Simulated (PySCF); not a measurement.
**Mn: interval between two levels with spin-orbit coupling**

Wanted: the interval between two levels of manganese, up a ladder of methods.

Method: two-component X2C-1e, generalised determinants. Code: PySCF 2.14.0.

## 1. What is computed

```
Element                                   : manganese (Z = 25)
Basis                                     : x2c-SVPall-2c with one added diffuse shell each of s, d type (6s5p4d1f, 48 functions)
Hamiltonian                               : two-component X2C-1e, Gaussian nucleus, no Breit or QED terms; spin-orbit coupling, run by run: off; screened by Boettger's factors
Core shells frozen in the correlated runs : [Ne] (for Mn)
State 1                                   : Mn 3d6 4s1 6D9/2: [Ar] 3d6 4s1; 3d3/2 filled at m_j = +3/2; 3d5/2 filled at m_j = -3/2, -1/2, +1/2, +3/2, +5/2; 4s1/2 filled at m_j = +1/2
Needed too, but not shown                 : Mn [Ar] 3d5 4s2 (6S)
Methods                                   : GHF, GMP2
```

Outer shells as boxes (Hund's rule):

Mn [Ar] 3d6 4s1
```
[Ar] core
3d [↑↓][↑ ][↑ ][↑ ][↑ ]
4s [↑ ]
```

All steps ran in one process of a driver on top of PySCF, which takes the settings above as its task.

The driver's launch:

```bash
$ OMP_NUM_THREADS=1 python sorun2.py TASK.json OUT
```

The integrals over 48 functions and the set-up took 0.45 s of CPU time.

## 2. Mn 3d6 4s1 6D9/2: the ladder of methods

#### GHF (spin-free)

Standard output:

```text
cycle= 1 E= -1157.0475446721  delta_E= -1.16e+03  |FDS-SDF|= 0.044
cycle= 2 E= -1157.0707185335  delta_E= -0.0232  |FDS-SDF|= 0.0305
cycle= 3 E= -1157.0845559037  delta_E= -0.0138  |FDS-SDF|= 0.00408
cycle= 4 E= -1157.0855453826  delta_E= -0.000989  |FDS-SDF|= 0.00217
cycle= 5 E= -1157.0859602241  delta_E= -0.000415  |FDS-SDF|= 0.000963
cycle= 6 E= -1157.0860608351  delta_E= -0.000101  |FDS-SDF|= 0.000286
cycle= 7 E= -1157.0860684805  delta_E= -7.65e-06  |FDS-SDF|= 4.63e-05
cycle= 8 E= -1157.0860686419  delta_E= -1.61e-07  |FDS-SDF|= 7.53e-06
cycle= 9 E= -1157.0860686473  delta_E= -5.35e-09  |FDS-SDF|= 1.61e-06
cycle= 10 E= -1157.0860686476  delta_E= -3.65e-10  |FDS-SDF|= 2.71e-07
```

It took 0.37 s on 1 thread of Neoverse-V2, shared host, the integrals not counted.

Occupied spinors (without spin-orbit coupling the j labels only name the start):

```
spinor shell  electrons  mean energy (eV)  weight of the nominal j  rms radius (bohr)
       1s1/2          2           -6591.5                    1.000             0.0704
       2s1/2          2           -797.78                    1.000              0.302
       2p3/2          4           -671.74                    0.833              0.273
       2p1/2          2           -671.87                    0.667              0.273
       3s1/2          2           -100.58                    1.000              0.920
       3p3/2          4           -62.731                    0.833              0.996
       3p1/2          2           -63.881                    0.667              0.998
       3d5/2          5           -11.340                    0.600               1.46
       4s1/2          1            -6.301                    0.999               3.82
       3d3/2          1            -5.693                    0.800               1.81
```

M_J = 9/2, ⟨J²⟩ = 24.776, ⟨L²⟩ = 6.008, ⟨S²⟩ = 8.768.

#### GMP2 (spin-free)

No log was kept for this step.

Time after the integrals: 0.14 s (1 thread of Neoverse-V2, shared host).

With 15 electrons correlated and 6 very high virtual spinors dropped, the MP2 correlation energy is -0.29952 hartree. Largest pairs: 3d5/2-3p3/2 -0.0638, 3d5/2-3d5/2 -0.0579, 3d3/2-3d5/2 -0.0451, 3p3/2-3p3/2 -0.0281, 3p1/2-3p3/2 -0.0256.

#### GHF (screened spin-orbit)

Standard output:

```text
cycle= 1 E= -1157.0590231785  delta_E= -1.16e+03  |FDS-SDF|= 0.0441
cycle= 2 E= -1157.0822018568  delta_E= -0.0232  |FDS-SDF|= 0.0306
cycle= 3 E= -1157.0960524520  delta_E= -0.0139  |FDS-SDF|= 0.00403
cycle= 4 E= -1157.0970135841  delta_E= -0.000961  |FDS-SDF|= 0.00214
cycle= 5 E= -1157.0974164607  delta_E= -0.000403  |FDS-SDF|= 0.000979
cycle= 6 E= -1157.0975193863  delta_E= -0.000103  |FDS-SDF|= 0.000335
cycle= 7 E= -1157.0975302410  delta_E= -1.09e-05  |FDS-SDF|= 0.000139
cycle= 8 E= -1157.0975318433  delta_E= -1.6e-06  |FDS-SDF|= 0.000102
cycle= 9 E= -1157.0975337003  delta_E= -1.86e-06  |FDS-SDF|= 4.13e-05
cycle= 10 E= -1157.0975339623  delta_E= -2.62e-07  |FDS-SDF|= 1.25e-05
cycle= 11 E= -1157.0975339795  delta_E= -1.72e-08  |FDS-SDF|= 8.04e-06
cycle= 12 E= -1157.0975339863  delta_E= -6.85e-09  |FDS-SDF|= 5.2e-06
cycle= 13 E= -1157.0975339909  delta_E= -4.57e-09  |FDS-SDF|= 2.07e-06
cycle= 14 E= -1157.0975339914  delta_E= -4.92e-10  |FDS-SDF|= 1.45e-06
```

Time after the integrals: 0.46 s (1 thread of Neoverse-V2, shared host).

The outer occupied spinors:

```
spinor shell  electrons  mean energy (eV)  weight of the nominal j  rms radius (bohr)
       2p1/2          2           -679.23                    0.989              0.271
       2p3/2          4           -668.08                    0.994              0.274
       3s1/2          2           -100.56                    1.000              0.920
       3p3/2          4           -62.491                    0.830              0.997
       3p1/2          2           -64.328                    0.660              0.995
       3d5/2          5           -11.319                    0.591               1.46
       4s1/2          1            -6.300                    0.999               3.82
       3d3/2          1            -5.748                    0.791               1.80
```

M_J = 9/2, ⟨J²⟩ = 24.776, ⟨L²⟩ = 6.012, ⟨S²⟩ = 8.765. Rows whose weight is well below 1 mix j = l ± 1/2: exchange competes with spin-orbit coupling there.

#### GMP2 (screened spin-orbit)

The driver printed no log here.

Time after the integrals: 0.14 s (1 thread of Neoverse-V2, shared host).

With 15 electrons correlated and 6 very high virtual spinors dropped, the MP2 correlation energy is -0.29959 hartree. Largest pairs: 3d5/2-3p3/2 -0.0639, 3d5/2-3d5/2 -0.0579, 3d3/2-3d5/2 -0.0451, 3p3/2-3p3/2 -0.0280, 3p1/2-3p3/2 -0.0257.

## 3. Differences of total energies

Interval between two levels: Mn [Ar] 3d5 4s2 [3d5/2^5, M_J = 5/2] → Mn [Ar] 3d6 4s1 [3d3/2^1 3d5/2^5 4s1/2^1, M_J = 9/2].

```
                    method  value (eV)  error (eV)
           GHF (spin-free)       3.405      +1.290
          GMP2 (spin-free)       2.262      +0.147
 GHF (screened spin-orbit)       3.376      +1.262
GMP2 (screened spin-orbit)       2.232      +0.117
```

Reference: 2.114 eV (measured; NIST Handbook of Basic Atomic Spectroscopic Data (Sansonetti and Martin, J. Phys. Chem. Ref. Data 34, 1559 (2005))).

The differences also use runs on Mn [Ar] 3d5 4s2 (6S), which are not shown here.

## 4. Summary of results

| quantity | value |
| --- | --- |
| interval between two levels, Mn → 3d6 4s1 6D9/2 | GHF (spin-free) 3.405, GMP2 (screened spin-orbit) 2.232 eV; reference 2.114 |

Accuracy by level (over 1 difference):

```
                    method  mean absolute miss against the measured value (with the measured fine structure taken into account where it is known) (eV)
           GHF (spin-free)                                                                                                                       1.290
          GMP2 (spin-free)                                                                                                                       0.147
 GHF (screened spin-orbit)                                                                                                                       1.262
GMP2 (screened spin-orbit)                                                                                                                       0.117
```

**Reading.** GMP2 (screened spin-orbit) lands nearest to the measured value (off by 0.12 eV); GHF (spin-free) misses by most (1.29 eV). Spin-orbit coupling moves the difference by -0.030 eV at GMP2. The basis is finite, and no extrapolation was made.
